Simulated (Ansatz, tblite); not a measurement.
# Cu(AsH3)(SH) (AsCuH4S): spin-state energies by level

Aim: set other spin states of Cu(AsH3)(SH) (AsCuH4S) against its singlet, on many levels of theory.

Program: Ansatz 0.2.0, Gaussian basis. Level of theory: as each input shows. These are calculated values, not measurements.

Plan: triplet, at the geometry of the singlet (GFN1-xTB, GFN2-xTB, PBE0-D4/def2-TZVP, PBE-D4/def2-TZVP, r2SCAN-D4/def2-TZVP); the singlet's energies come from earlier runs.

## Step 1: The structure

The geometry is that of the singlet, from an earlier relaxation (B3LYP-D4/def2-SVP).

7 atoms, charge 0, spin multiplicity 1.

Bond lengths: Cu1–As2 2.313 Å, Cu1–S6 2.161 Å, As2–H3 1.517 Å, As2–H4 1.516 Å, As2–H5 1.517 Å, S6–H7 1.357 Å. Angles: As2–Cu1–S6 177.7°, Cu1–As2–H3 120.3°, Cu1–As2–H4 119.1°, Cu1–As2–H5 121.3°, H3–As2–H4 96.9°, H3–As2–H5 96.7°, H4–As2–H5 96.9°, Cu1–S6–H7 92.8°.

Formally the metal is d10. No spin-orbit coupling is included.

## Step 2: Triplet at the fixed geometry, GFN1-xTB

Tight binding, by tblite at 300 K electronic temperature and without a spin-polarisation term:

```python
tblite.interface.Calculator('GFN1-xTB', numbers, positions, charge=0, uhf=2).singlepoint()
```

Energy -342.3282 eV; 0.005 s.

## Step 3: Triplet at the fixed geometry, GFN2-xTB

Tight binding, by tblite at 300 K electronic temperature and without a spin-polarisation term:

```python
tblite.interface.Calculator('GFN2-xTB', numbers, positions, charge=0, uhf=2).singlepoint()
```

Energy -309.4194 eV; 0.008 s.

## Step 4: Triplet at the fixed geometry, PBE0-D4/def2-TZVP

Contents of in.yaml:

```yaml
crystal:
  periodic: [false, false, false]
  atoms:
    - {symbol: Cu, position_ang: [0.160789, 0.055355, -1.014432]}
    - {symbol: As, position_ang: [0.151772, 0.039804, 1.298392]}
    - {symbol: H, position_ang: [-0.889725, 0.831528, 2.065810]}
    - {symbol: H, position_ang: [1.362900, 0.562711, 2.044939]}
    - {symbol: H, position_ang: [0.002133, -1.252919, 2.077671]}
    - {symbol: S, position_ang: [0.235743, 0.126822, -3.173339]}
    - {symbol: H, position_ang: [-1.023613, -0.363300, -3.299051]}
basis:
  gaussian: {orbitals: def2-TZVP}
magnetization: {spin_polarized: true, initial_magnetization: 2}
hamiltonian: {xc: pbe0, dispersion: d4}
scf: {omitted_lower_state_checks: [starts]}
output: {orbitals: {seedname: orbitals}}
```

The run is started by

```sh
> ansatz run in.yaml --threads 4 --pin off --events-out ev --progress --plain --max-ram 3916MiB
```

The log of the run:

```text
Functional definition: PBE0
  name "PBE0"
  cite "Adamo & Barone, J. Chem. Phys. 110, 6158 (1999) doi:10.1063/1.478522"
  cite "Perdew, Burke & Ernzerhof, Phys. Rev. Lett. 77, 3865 (1996) doi:10.1103/PhysRevLett.77.3865"
  parent pbe
  parameter a = 0.25
  parameter kappa = 0.804
  parameter beta = 0.06672455060314922
  exchange = (1 - a)*pbe_x(kappa = kappa, mu = beta*pi^2/3) + a*exact_x
  correlation = pbe_c(beta = beta)
these checks for a lower state are left out or cut short: starts
1215 factors; integrals over basis functions are off by at most 9.8e-4 eV
mean field evaluation 1: about -116358.6929 eV, gradient 3.9e1 eV
mean field evaluation 2: about -116100.3413 eV, gradient 3.6e2 eV
mean field evaluation 4: about -116361.9086 eV, gradient 1.1e1 eV
mean field evaluation 8: about -116362.3339 eV, gradient 5.2e-1 eV
mean field evaluation 16: about -116362.3353 eV, gradient 8.9e-3 eV
mean field evaluation 32: about -116362.3353 eV, gradient 5.5e-4 eV
mean field -116362.33534009 eV, -4276.2369505245 hartree, gradient 9.5e-6 eV, S^2 2.007502; 0 other end points of the search recorded, 0 dependent functions left out
reference -116362.33538179 eV, -4276.2369520570 hartree; 42, 40 occupied and 112, 114 virtual orbitals, 1215 factors
Total energy: -116362.46538213 eV, -4276.2417294812 hartree
Checks for a lower state left out: starts
```

It took 13 s on 4 threads of Arm Neoverse V2, shared host; peak memory 0.63 GiB.

Report: HOMO -2.20 eV, LUMO -5.07 eV (over both spins; with the spin held, an empty level of the minority spin lies below the top filled one); ⟨S²⟩ 2.008 (pure: 2.00).

## Step 5: Triplet at the fixed geometry, PBE-D4/def2-TZVP

start.molden holds the orbitals of an earlier run on this state, given as this run's starting guess.

in.yaml: that of step 4 with these lines changed.

```diff
@@ -11,5 +11,5 @@
 basis:
-  gaussian: {orbitals: def2-TZVP}
+  gaussian: {orbitals: def2-TZVP, initial_orbitals: start.molden}
 magnetization: {spin_polarized: true, initial_magnetization: 2}
-hamiltonian: {xc: pbe0, dispersion: d4}
+hamiltonian: {xc: pbe, dispersion: d4}
 scf: {omitted_lower_state_checks: [starts]}
```

The command is unchanged.

The log of the run:

```text
Functional definition: PBE
  name "PBE"
  cite "Perdew, Burke & Ernzerhof, Phys. Rev. Lett. 77, 3865 (1996) doi:10.1103/PhysRevLett.77.3865"
  parent pbe
  parameter kappa = 0.804
  parameter beta = 0.06672455060314922
  exchange = pbe_x(kappa = kappa, mu = beta*pi^2/3)
  correlation = pbe_c(beta = beta)
these checks for a lower state are left out or cut short: starts
1263 factors; their error is unknown
mean field evaluation 1: about -116359.9652 eV, gradient 9.3e0 eV
mean field evaluation 2: about -116360.1510 eV, gradient 3.1e-1 eV
mean field evaluation 4: about -116360.1180 eV, gradient 6.2e-2 eV
mean field evaluation 8: about -116360.1180 eV, gradient 2.2e-5 eV
mean field -116360.11800714 eV, -4276.1554650417 hartree, gradient 9.6e-6 eV, S^2 2.003099; 0 other end points of the search recorded, 0 dependent functions left out
reference -116360.11806288 eV, -4276.1554670899 hartree; 42, 40 occupied and 112, 114 virtual orbitals, 1263 factors
Total energy: -116360.26980254 eV, -4276.1610434195 hartree
Checks for a lower state left out: starts
```

Wall time 4 s (4 threads of Arm Neoverse V2, shared host).

Report: HOMO -1.82 eV, LUMO -6.09 eV (over both spins; with the spin held, an empty level of the minority spin lies below the top filled one); ⟨S²⟩ 2.003 (pure: 2.00).

## Step 6: Triplet at the fixed geometry, r2SCAN-D4/def2-TZVP

in.yaml: that of step 5 with these lines changed.

```diff
@@ -13,3 +13,3 @@
 magnetization: {spin_polarized: true, initial_magnetization: 2}
-hamiltonian: {xc: pbe, dispersion: d4}
+hamiltonian: {xc: r2scan, dispersion: d4}
 scf: {omitted_lower_state_checks: [starts]}
```

Launched as before.

The log of the run, shortened:

```text
Functional definition: r2SCAN
  name "r2SCAN"
  cite "Furness, Kaplan, Ning, Perdew & Sun, J. Phys. Chem. Lett. 11, 8208 (2020) doi:10.1021/acs.jpclett.0c02405"
  cite "Furness, Kaplan, Ning, Perdew & Sun, J. Phys. Chem. Lett. 11, 9248 (2020) doi:10.1021/acs.jpclett.0c03077"
  parent r2scan
[...]
1263 factors; their error is unknown
[...]
mean field -116379.14845602 eV, -4276.8548211387 hartree, gradient 7.7e-6 eV, S^2 2.011545; 0 other end points of the search recorded, 0 dependent functions left out
reference -116379.14847956 eV, -4276.8548220037 hartree; 42, 40 occupied and 112, 114 virtual orbitals, 1263 factors
Total energy: -116379.18348710 eV, -4276.8561085070 hartree
Checks for a lower state left out: starts
```

It took 21 s on 4 threads of Arm Neoverse V2, shared host.

Report: HOMO -1.76 eV, LUMO -5.88 eV (over both spins; with the spin held, an empty level of the minority spin lies below the top filled one); ⟨S²⟩ 2.012 (pure: 2.00).

## Step 7: Triplet less singlet, vertical

The singlet's energies are those of its earlier runs, whose logs aren't repeated here.

| level | triplet less singlet, vertical (kJ/mol) | time |
| --- | --- | --- |
| GFN1-xTB | +412.3 | 0.009 s |
| GFN2-xTB | +439.7 | 0.011 s |
| PBE-D4/def2-TZVP | +372.1 | 5.2 s |
| r2SCAN-D4/def2-TZVP | +389.0 | 24 s |
| PBE0-D4/def2-TZVP | +402.2 | 16 s |

Times add the two runs; a level without a time comes out of a correlated run. Tight binding without a spin term can't rank spin states.

## Step 8: Summary of results

```
                                                quantity                                       value
triplet less singlet, vertical, functionals in def2-TZVP  +372.1 (PBE-D4) to +402.2 kJ/mol (PBE0-D4)
```

What this shows: All functionals put the triplet above the singlet, over a spread of 30.1 kJ/mol. The checks for a lower triplet were left out, so another state of that spin may lie lower. The singlet here is a closed shell; an open-shell singlet can lie lower. These are electronic energies, without zero-point motion, entropy or surroundings.
